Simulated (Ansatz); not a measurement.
# La: the cost of one run

Method: reference: DFT PBE, plane waves, PAW, scalar-relativistic, no spin polarisation, in Ansatz 0.2.0.

1 further run of the same task is left out (for a known fault of the program).

## 1. Starting point

Symmetry: P6_3/mmc, No. 194, hexagonal system. The conventional cell has a = 3.791 Å, b = 3.791 Å, c = 12.216 Å, α = 90.00°, β = 90.00°, γ = 120.00°. La (site symmetry -6m2) has 6 La at 3.79 Å as nearest neighbours.

As a file:

```cif
data_structure
_symmetry_space_group_name_H-M 'P 1'
_symmetry_Int_Tables_number 1
_cell_length_a 3.7907
_cell_length_b 3.7907
_cell_length_c 12.2163
_cell_angle_alpha 90.000
_cell_angle_beta 90.000
_cell_angle_gamma 120.000
_cell_volume 152.02
loop_
_atom_site_label
_atom_site_type_symbol
_atom_site_fract_x
_atom_site_fract_y
_atom_site_fract_z
_atom_site_occupancy
La1 La 0.33333 0.66667 0.25000 1
La2 La 0.66667 0.33333 0.75000 1
```

## 2. Baseline

Input file input.yaml:

```yaml
crystal:
  lattice:
    - [3.790687, 0.0, 0.0]
    - [-1.895344, 3.282833, 0.0]
    - [0.0, 0.0, 12.216283]
  atoms:
    - { symbol: La, position: [0.33333, 0.66667, 0.25] }
    - { symbol: La, position: [0.66666, 0.33333, 0.75] }
  symmetry: { tolerance: 0.0003 }
kpoints:
  mp_grid: { grid: [6, 6, 2], shift: [0, 0, 0] }
magnetization:
  spin_polarized: false
scf:
  occupations: { method: fermi_dirac }
hamiltonian:
  pseudopotentials: { kind: paw }
  xc: pbe
basis:
  ecutwfc: 420
output:
  forces: true
  stress: true
  eigenvalues: true
  write_density: true
  write_potential: true
  elf: true
  volumetric_format: npy
relax:
  max_steps: 40
  cell: {}
```

Run with:

```console
ansatz run input.yaml --threads 1 --pin off --max-ram 2560MiB --backend cpu --events-out ev --progress --plain --runs-dir out
```

**Question.** How long does this run take on 1 thread of Arm Neoverse V1, shared host, and how much memory does it need?

About 56 s, with a peak of 0.4 GiB.
